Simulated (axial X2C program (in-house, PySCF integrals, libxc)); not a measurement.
**A two-component session on SnO⁺: EOM-IP-CCSD levels**

Aim: EOM-IP-CCSD levels of SnO⁺, with spin–orbit coupling in the Hamiltonian from the start.

The runs use an in-house X2C program for linear molecules on PySCF integrals; two-component X2C with atomic mean-field terms, Sn dyall-cv3z, O dyall-av3z.

All values are calculated.

## Step 1: The job

task.json reads:

```json
{
 "zs": [
  50,
  8
 ],
 "q": 1,
 "bas": [
  "dyall-cv3z",
  "dyall-av3z"
 ],
 "r0": 1.87,
 "eom": "ip",
 "rq": 0,
 "thr": -2.0,
 "nmax": 95,
 "grid": [
  1,
  0.96,
  1.045,
  0.92,
  1.09,
  1.15
 ]
}
```

Keys: zs atomic numbers; q charge; bas basis sets; r0 starting distance in Å; eom kind of EOM run; thr threshold in hartree for freezing inner shells (an s shell follows its p shell); nmax most natural virtual spinors; grid distances as factors.

On the command line:

```sh
$ python soeom.py task.json out
```

Nuclei are Gaussian, cores are contracted, and the Gaunt term is on.

## Step 2: EOM-IP-CCSD at 1.821 Å

Reference: the closed shell SnO; 20 electrons correlated, 82 virtual spinors; roots sought by Ω: 1/2: 4, 3/2: 3, 5/2: 1.

Output:

```text
two-component X2C + atomic mean field  HF
basis functions 183  fitting functions 933  grid points 5077
iter        total energy     max residual
   1      -6240.574844300     8.04e+00
   2      -6246.089137345     6.69e-02
   3      -6246.071413141     6.31e-02
   4      -6246.159075447     1.54e-02
   5      -6246.162400170     2.13e-03
   6      -6246.162513721     5.98e-04
   7      -6246.162530622     3.16e-04
   8      -6246.162535710     1.30e-04
   9      -6246.162536993     3.26e-05
  10      -6246.162537074     7.65e-06
  11      -6246.162537080     5.32e-06
  12      -6246.162537083     3.18e-06
  13      -6246.162537084     6.99e-07
converged
one-electron -8819.23030904  Coulomb 2632.50047510  exact exchange -172.14796707  xc functional 0.00000000  nuclear repulsion 116.23881624  atomic mean-field constant -3.52355231
correlated 20  virtual 258  natural virtual 82  E(MP2) -0.825870381  MP2 remainder -0.107465626
iter   CCSD correlation   residual
   1     -0.633725169   2.94e-01
   2     -0.659977407   2.13e-01
   3     -0.666635358   4.04e-02
   4     -0.667632016   1.87e-02
   5     -0.667580835   6.20e-03
   6     -0.667648917   2.54e-03
   7     -0.667636456   9.44e-04
   8     -0.667623893   4.40e-04
   9     -0.667644200   1.97e-04
  10     -0.667635617   1.11e-04
  11     -0.667637003   6.74e-05
  12     -0.667637563   2.41e-05
  13     -0.667636894   1.03e-05
  14     -0.667636844   4.56e-06
  15     -0.667636778   1.61e-06
  16     -0.667636774   6.89e-07
(T) -0.024319455  T1 0.0401  D1 0.0841  max T2 0.066
EOM-IP-CCSD roots
2*Omega      energy/Eh   energy/eV  one-particle weight
    1       0.36251027      9.8644      0.930
    1       0.36669997      9.9784      0.919
    1       0.52869384     14.3865      0.900
    1       0.65704443     17.8791      0.000
    3       0.36435691      9.9147      0.910
    3       0.65718013     17.8828      0.000
    3       0.68145314     18.5433      0.000
    5       0.69114172     18.8069      0.000
```

T1 in the output is the amplitude norm over the root of the electron number; divide by √2 for the Lee–Taylor value.

```
  Ω  vertical IE (eV)  above lowest (cm⁻¹)                         spinor  weight
1/2             9.864                    0  45% O pσ, 20% Sn pσ, 17% O pπ    0.93
3/2             9.915                  410            83% O pπ, 10% Sn pπ    0.91
1/2             9.978                  920  59% O pπ, 14% O pσ, 11% Sn pπ    0.92
1/2            14.386                36470  54% Sn sσ, 30% O pσ, 7% Sn pσ    0.90
```

It took 20 s on 1 thread of Arm Neoverse V2, shared host; peak memory 1.1 GiB.

## Step 3: EOM-IP-CCSD at 1.748 Å

```
  Ω  vertical IE (eV)  above lowest (cm⁻¹)                          spinor  weight
1/2             9.915                    0  51% O pσ, 25% Sn pσ, 15% Sn sσ    0.94
3/2            10.254                 2730             82% O pπ, 11% Sn pπ    0.91
1/2            10.311                 3190             78% O pπ, 13% Sn pπ    0.92
1/2            14.298                35350   50% Sn sσ, 34% O pσ, 7% Sn pσ    0.91
```

Wall time 20 s (1 thread of Arm Neoverse V2, shared host); peak memory 1.1 GiB.

## Step 4: EOM-IP-CCSD at 1.903 Å

```
  Ω  vertical IE (eV)  above lowest (cm⁻¹)                          spinor  weight
3/2             9.569                    0             84% O pπ, 10% Sn pπ    0.91
1/2             9.588                  160             80% O pπ, 11% Sn pπ    0.91
1/2             9.823                 2050  57% O pσ, 26% Sn pσ, 10% Sn sσ    0.93
1/2            14.487                39660   59% Sn sσ, 26% O pσ, 7% Sn pσ    0.89
```

Run time: 19 s. Hardware: 1 thread of Arm Neoverse V2, shared host; peak memory 1.1 GiB.

## Step 5: EOM-IP-CCSD at 1.675 Å

```
  Ω  vertical IE (eV)  above lowest (cm⁻¹)                          spinor  weight
1/2             9.913                    0  49% O pσ, 26% Sn pσ, 18% Sn sσ    0.94
3/2            10.624                 5730             81% O pπ, 11% Sn pπ    0.92
1/2            10.689                 6260             78% O pπ, 13% Sn pπ    0.92
1/2            14.212                34680   46% Sn sσ, 38% O pσ, 7% Sn pσ    0.91
```

Run time: 19 s. Hardware: 1 thread of Arm Neoverse V2, shared host; peak memory 1.1 GiB.

## Step 6: EOM-IP-CCSD at 1.985 Å

```
  Ω  vertical IE (eV)  above lowest (cm⁻¹)                         spinor  weight
3/2             9.262                    0             86% O pπ, 9% Sn pπ    0.90
1/2             9.270                   70            83% O pπ, 12% Sn pπ    0.91
1/2             9.719                 3690  60% O pσ, 26% Sn pσ, 8% Sn sσ    0.93
1/2            14.585                42940  63% Sn sσ, 23% O pσ, 6% Sn pσ    0.88
```

Wall time 21 s (1 thread of Arm Neoverse V2, shared host); peak memory 1.2 GiB.

## Step 7: EOM-IP-CCSD at 2.094 Å

```
  Ω  vertical IE (eV)  above lowest (cm⁻¹)                         spinor  weight
1/2             8.894                    0            84% O pπ, 12% Sn pπ    0.90
3/2             8.915                  170             88% O pπ, 8% Sn pπ    0.90
1/2             9.560                 5370  62% O pσ, 28% Sn pσ, 6% Sn sσ    0.92
1/2            14.703                46850  69% Sn sσ, 19% O pσ, 6% Sn pσ    0.86
```

Run time: 23 s. Hardware: 1 thread of Arm Neoverse V2, shared host; peak memory 1.2 GiB.

## Step 8: Curves of the states

Energies in eV from the lowest point of the lowest state; states are followed by energy order within each Ω.

```
R (Å)  (1)Ω=3/2  (1)Ω=1/2  (2)Ω=1/2  (3)Ω=1/2
1.675    1.4819    0.7711    1.5468    5.0707
1.748    0.6945    0.3556    0.7514    4.7386
1.821    0.2409    0.1907    0.3047    4.7128
1.903    0.0147    0.0342    0.2690    4.9325
1.985    0.0000    0.0085    0.4576    5.3234
2.094    0.2005    0.1794    0.8453    5.9883
```

## Step 9: Outcome

| quantity | value |
| --- | --- |
| lowest root at 1.821 Å | Ω = 1/2, 9.864 eV |
| next root led by one particle | Ω = 3/2, about 410 cm⁻¹ higher |
| T1 of the reference | 0.028 |

**Reading.** Removing an electron from the reference determinant of SnO costs 9.86 eV and empties a spinor of 45% O pσ, 20% Sn pσ, 17% O pπ. Errors of 0.1 to 0.3 eV are usual at this size, and roots led by higher excitations are left out, so the list is incomplete, and low states of that kind can be missing. T1 or the largest double amplitude of the reference is raised, which lowers the reliability.
